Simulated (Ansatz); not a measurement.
# C₂H₈GeSi: a ladder of functionals and wavefunction methods

One table from this session's results is given with a row withheld; the runs are named, their logs left out.

Computed with Ansatz 0.2.0, Gaussian basis. Level: functionals in def2-TZVPP, the program's frozen cores in correlated methods.

Levels to be run: PBE-D4, r2SCAN-D4, PBE0-D4, B3LYP-D4, ωB97X-V, ωB97M-V, B2PLYP; CCSD(T)/def2-TZVPP; MP2/def2-QZVPP; extrapolation to the limit.

## Structure used throughout

An earlier PBE0-D4 in a triple-zeta def2 set relaxation fixed the geometry.

SMILES `C1[CH2][GeH2][SiH2]1`, 12 atoms, charge 0, spin multiplicity 1.

Atoms are counted from 1 here; the program's logs count them from 0.

Bond lengths: C1–C2 1.548 Å, C1–Si4 1.903 Å, C1–H5 1.093 Å, C1–H6 1.095 Å, C2–Ge3 1.998 Å, C2–H7 1.091 Å, C2–H8 1.093 Å, Ge3–Si4 2.374 Å, Ge3–H9 1.541 Å, Ge3–H10 1.539 Å, Si4–H11 1.490 Å, Si4–H12 1.489 Å. Angles: C2–C1–Si4 99.8°, C2–C1–H5 114.3°, C2–C1–H6 109.9°, Si4–C1–H5 117.6°, Si4–C1–H6 107.8°, H5–C1–H6 107.2°, C1–C2–Ge3 98.9°, C1–C2–H7 114.4°, C1–C2–H8 110.8°, Ge3–C2–H7 116.8°, Ge3–C2–H8 107.7°, H7–C2–H8 107.9°, C2–Ge3–Si4 74.1°, C2–Ge3–H9 111.9°, C2–Ge3–H10 117.5°, Si4–Ge3–H9 115.6°, Si4–Ge3–H10 124.8°, H9–Ge3–H10 108.9° and more.

Set-up of the first run:

in.yaml

```yaml
crystal:
  periodic: [false, false, false]
  atoms:
    - {symbol: C, position_ang: [-1.031824, 0.300840, -0.541658]}
    - {symbol: C, position_ang: [0.405389, 0.822825, -0.782087]}
    - {symbol: Ge, position_ang: [1.280349, 0.089655, 0.858080]}
    - {symbol: Si, position_ang: [-0.645471, -1.249379, 0.492484]}
    - {symbol: H, position_ang: [-1.619281, 0.167440, -1.453292]}
    - {symbol: H, position_ang: [-1.581287, 1.000111, 0.097270]}
    - {symbol: H, position_ang: [0.473341, 1.900864, -0.935854]}
    - {symbol: H, position_ang: [0.856762, 0.331575, -1.647648]}
    - {symbol: H, position_ang: [1.193448, 1.071572, 2.042083]}
    - {symbol: H, position_ang: [2.731181, -0.405682, 0.727046]}
    - {symbol: H, position_ang: [-0.359197, -2.436582, -0.361305]}
    - {symbol: H, position_ang: [-1.626412, -1.648338, 1.538979]}
basis:
  gaussian: {orbitals: def2-TZVPP}
hamiltonian: {xc: pbe, dispersion: d4}
output: {forces: true, orbitals: {seedname: orbitals}}
```

Run with:

```
$ ansatz run in.yaml --threads 4 --pin off --events-out ev --progress --plain --max-ram 10444MiB
```

Among the steps run: PBE-D4 (GGA); r2SCAN-D4 (meta-GGA); PBE0-D4 (hybrid); B3LYP-D4 (hybrid); ωB97X-V (range-separated); ωB97M-V (range-separated); B2PLYP (double hybrid); CCSD(T) in def2-TZVPP; MP2 in def2-QZVPP.

One of the session's tables, all rows but one given; the rest of the session is left out.

It belongs to the step «Atomisation energies». 

| method | atomisation energy (eV) |
| --- | --- |
| PBE-D4 | 42.152 |
| r2SCAN-D4 | 42.000 |
| PBE0-D4 | 41.897 |
| B3LYP-D4 | 41.743 |
| ωB97X-V | 42.148 |
| ωB97M-V | 41.866 |
| B2PLYP | 41.311 |
| HF/def2-TZVPP | 31.270 |
| MP2/def2-TZVPP | 41.149 |
| CCSD/def2-TZVPP | 40.600 |
| CCSD(T)/def2-TZVPP | 41.106 |
| MP2/CBS | ? |
| CCSD(T)/CBS | 41.994 |

Q: Estimate the row for MP2/CBS from the others.

The run gave: atomisation energy (eV): 42.037. In the column «atomisation energy (eV)» it lies between r2SCAN-D4 (42.000) and ωB97X-V (42.148).
